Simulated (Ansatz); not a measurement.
# KAgBiBr2 (element-swapped structure): how the settings move a single-point run

Aim: see which settings change the result for KAgBiBr2 (element-swapped structure), by how much, and at what cost.

Method: reference: DFT PBE, plane waves, PAW, scalar-relativistic, no spin polarisation, in Ansatz 0.2.0.

## Step 1: The structure to begin with

Symmetry: Cmcm, No. 63, orthorhombic system. The conventional cell has a = 4.287 Å, b = 14.804 Å, c = 9.527 Å, α = 90.00°, β = 90.00°, γ = 90.00°. Br (site symmetry m) is surrounded by 3 Bi at 3.07 to 3.44 Å and 2 Ag at 3.21 Å. Bi (site symmetry m2m) is surrounded by 2 K at 2.86 Å and 6 Br at 3.07 to 3.44 Å. Ag (site symmetry 2/m) is surrounded by 2 K at 2.67 Å and 4 Br at 3.21 Å. K (site symmetry m2m) has 2 Ag at 2.67 Å and 2 Bi at 2.86 Å as nearest neighbours.

Structure file:

```cif
data_structure
_symmetry_space_group_name_H-M 'P 1'
_symmetry_Int_Tables_number 1
_cell_length_a 4.2874
_cell_length_b 7.7064
_cell_length_c 9.5270
_cell_angle_alpha 90.000
_cell_angle_beta 90.000
_cell_angle_gamma 73.849
_cell_volume 302.35
loop_
_atom_site_label
_atom_site_type_symbol
_atom_site_fract_x
_atom_site_fract_y
_atom_site_fract_z
_atom_site_occupancy
Br1 Br 0.34378 0.31244 0.43785 1
Br2 Br 0.65622 0.68756 0.93785 1
Br3 Br 0.65622 0.68756 0.56215 1
Br4 Br 0.34378 0.31244 0.06215 1
Bi1 Bi 0.29152 0.41696 0.75000 1
Bi2 Bi 0.70848 0.58304 0.25000 1
Ag1 Ag 0.00000 0.00000 0.50000 1
Ag2 Ag 0.00000 0.00000 0.00000 1
K1 K 0.91903 0.16194 0.75000 1
K2 K 0.08097 0.83806 0.25000 1
```

## Step 2: Reference

The input, input.yaml:

```yaml
crystal:
  lattice:
    - [4.287365, 0.0, 0.0]
    - [2.143682, -7.402209, 0.0]
    - [0.0, 0.0, -9.526998]
  atoms:
    - { symbol: Br, position: [0.34378, 0.31244, 0.43785] }
    - { symbol: Br, position: [0.65622, 0.68756, 0.93785] }
    - { symbol: Br, position: [0.65622, 0.68756, 0.56215] }
    - { symbol: Br, position: [0.34378, 0.31244, 0.06215] }
    - { symbol: Bi, position: [0.29152, 0.41696, 0.75] }
    - { symbol: Bi, position: [0.70848, 0.58304, 0.25] }
    - { symbol: Ag, position: [0.0, 0.0, 0.5] }
    - { symbol: Ag, position: [0.0, 0.0, 0.0] }
    - { symbol: K, position: [0.91903, 0.16194, 0.75] }
    - { symbol: K, position: [0.08097, 0.83806, 0.25] }
  symmetry: { tolerance: 0.0003 }
kpoints:
  mp_grid: { grid: [5, 5, 2], shift: [0, 0, 0] }
magnetization:
  spin_polarized: false
scf:
  occupations: { method: fermi_dirac }
hamiltonian:
  pseudopotentials: { kind: paw }
  xc: pbe
basis:
  ecutwfc: 420
output:
  forces: true
  stress: true
  eigenvalues: true
```

On the command line:

```
ansatz run input.yaml --threads 1 --pin off --max-ram 2560MiB --backend cpu --events-out ev --progress --plain --runs-dir out
```

## Step 3: Changing settings: lower_state_search standard, pseudopotentials.kind nc, pseudopotentials.accuracy standard

Changes to input.yaml since step 2:

```diff
@@ -23,4 +23,5 @@
   occupations: { method: fermi_dirac }
+  lower_state_search: standard
 hamiltonian:
-  pseudopotentials: { kind: paw }
+  pseudopotentials: { kind: nc, accuracy: standard }
   xc: pbe
@@ -32 +33,5 @@
   eigenvalues: true
+  write_density: true
+  write_potential: true
+  elf: true
+  volumetric_format: npy
```

## Step 4: Changing settings: chi_scale 0.0, accuracy medium

Changes to input.yaml since step 2:

```diff
@@ -23,2 +23,3 @@
   occupations: { method: fermi_dirac }
+  initial_density: { chi_scale: 0.0 }
 hamiltonian:
@@ -32 +33,2 @@
   eigenvalues: true
+accuracy: medium
```

## Step 5: Changed: mp_grid.grid [2, 2, 1], n_extra_bands 32, ecutrho_ratio 8

Changes to input.yaml since step 2:

```diff
@@ -18,3 +18,3 @@
 kpoints:
-  mp_grid: { grid: [5, 5, 2], shift: [0, 0, 0] }
+  mp_grid: { grid: [2, 2, 1], shift: [0, 0, 0] }
 magnetization:
@@ -23,2 +23,3 @@
   occupations: { method: fermi_dirac }
+  n_extra_bands: 32
 hamiltonian:
@@ -28,2 +29,3 @@
   ecutwfc: 420
+  ecutrho_ratio: 8
 output:
```

## Step 6: Changed: n_extra_bands 32

Changes to input.yaml since step 2:

```diff
@@ -23,2 +23,3 @@
   occupations: { method: fermi_dirac }
+  n_extra_bands: 32
 hamiltonian:
@@ -32 +33,5 @@
   eigenvalues: true
+  write_density: true
+  write_potential: true
+  elf: true
+  volumetric_format: npy
```

Before running it: what results should come out? Wanted: for each run, ending; energy change; pressure; gap; force.

The runs gave:

```csv
run,ending,energy change,pressure (GPa),gap (eV),force (eV/Å),cycles,time
reference,converged,0,5.4,0.00,2.62,9,24 s
"1: lower_state_search standard, pseudopotentials.kind nc, pseudopotentials.accuracy standard",converged,not comparable,5.2,0.00,2.68,9,32 s
"2: chi_scale 0.0, accuracy medium",converged,0.0 meV/atom,5.4,0.00,2.62,10,23 s
"3: mp_grid.grid [2, 2, 1], n_extra_bands 32, ecutrho_ratio 8",converged,-65.1 meV/atom,4.8,0.00,2.33,9,7.4 s
4: n_extra_bands 32,converged,0.0 meV/atom,5.4,0.00,2.62,9,31 s
```

Times don't compare one to one where runs were asked for different outputs or read a saved state (see the inputs); cycles may leave out searches for a lower state.

Residual by cycle in the longest SCF loop of each run; runs are numbered as in the table. The quantity is the density residual dr2, in eV.

```csv
cycle,reference,run 1,run 2,run 3,run 4
1,0.193,48.1,2.45,0.44,0.195
2,0.0176,6,1.13,0.0405,0.0179
3,0.00958,1.44,0.189,0.0171,0.00954
4,0.00212,0.217,0.00829,0.00101,0.00209
5,1.9e-4,0.0323,6.3e-4,3.6e-4,1.9e-4
6,2.9e-5,0.0013,1.1e-4,9.7e-5,2.8e-5
7,1.8e-6,2.5e-5,1.1e-5,6.2e-6,1.7e-6
8,1.2e-7,3.5e-6,2.5e-6,4.2e-7,1.1e-7
9,9.6e-9,9.2e-8,2.0e-7,6.7e-8,8.8e-9
10,-,-,3.2e-8,-,-
```

Of the converged runs whose energies compare with the reference's, «mp_grid.grid [2, 2, 1], n_extra_bands 32, ecutrho_ratio 8» moves the energy most (-65.1 meV/atom). Run 1 ran under the cutoff that the potentials recommend, as the log warns, so basis error is mixed into its values, and swamps them where the cutoff is far short.

The reference is no final answer either: its mesh is coarse for a cell with so small a gap or none; the cell is far from equilibrium (5 GPa, forces up to 2.6 eV/Å), so its values aren't those of the relaxed material; the structure is made up and not relaxed.
